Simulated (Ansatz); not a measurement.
# AlHBr radical (SMILES [AlH][Br]): single points off equilibrium

One table from this session's results is given with a row withheld; the runs are named, their logs left out.

Method: single points in def2-TZVPP; program: Ansatz 0.2.0, Gaussian basis.

Correlated methods freeze the cores. Filled d shells of the heavier atoms are correlated. Orbitals are unrestricted.

### Starting geometry

3 atoms, charge 0, spin multiplicity 2.

Atoms are counted from 1 here; the program's logs count them from 0.

Bond lengths: Al1–Br2 2.396 Å, Al1–H3 1.424 Å. Angles: Br2–Al1–H3 117.1°.

Geometry (Å):

```
atom     x (Å)     y (Å)     z (Å)
 Al1  -0.33180  -0.67280  -0.25060
 Br2   1.61580  -0.02370   0.98500
  H3  -1.26760   0.35120  -0.57390
```

The first run:

run/in.yaml reads:

```yaml
crystal:
  periodic: [false, false, false]
  atoms:
    - {symbol: Al, position_ang: [-0.331800, -0.672800, -0.250600]}
    - {symbol: Br, position_ang: [1.615800, -0.023700, 0.985000]}
    - {symbol: H, position_ang: [-1.267600, 0.351200, -0.573900]}
basis:
  gaussian: {orbitals: def2-TZVPP}
magnetization: {spin_polarized: true, initial_magnetization: 1}
correlation: {method: ccsd_t}
scf: {omitted_lower_state_checks: [cluster_reference]}
output: {forces: true}
```

No record of the launch command was kept for these runs.

Among the steps run: CCSD(T)/def2-TZVPP; PBE0-D4/def2-TZVPP; wB97M-V/def2-TZVPP; r2SCAN-D4/def2-TZVPP; PBE-D4/def2-TZVPP; B97M-V/def2-TZVPP; wB97X-V/def2-TZVPP.

One table of the session follows, with a row left open; its other results are not shown here.

```
   method  RMS force component (eV/Å)  angle to CCSD(T) forces (°)  dipole (D)
  CCSD(T)                       1.646                    reference        2.22
  PBE0-D4                       1.666                          0.8        2.24
  wB97M-V                           ?                            ?           ?
r2SCAN-D4                       1.652                          1.0        2.18
   PBE-D4                       1.674                          4.2        2.03
   B97M-V                       1.621                          1.0        2.19
  wB97X-V                       1.661                          0.4        2.36
```

Estimate the missing values for wB97M-V.

The run gave: RMS force component (eV/Å): 1.607; angle to CCSD(T) forces (°): 1.0; dipole (D): 2.46. In the column «RMS force component (eV/Å)» it is the lowest.
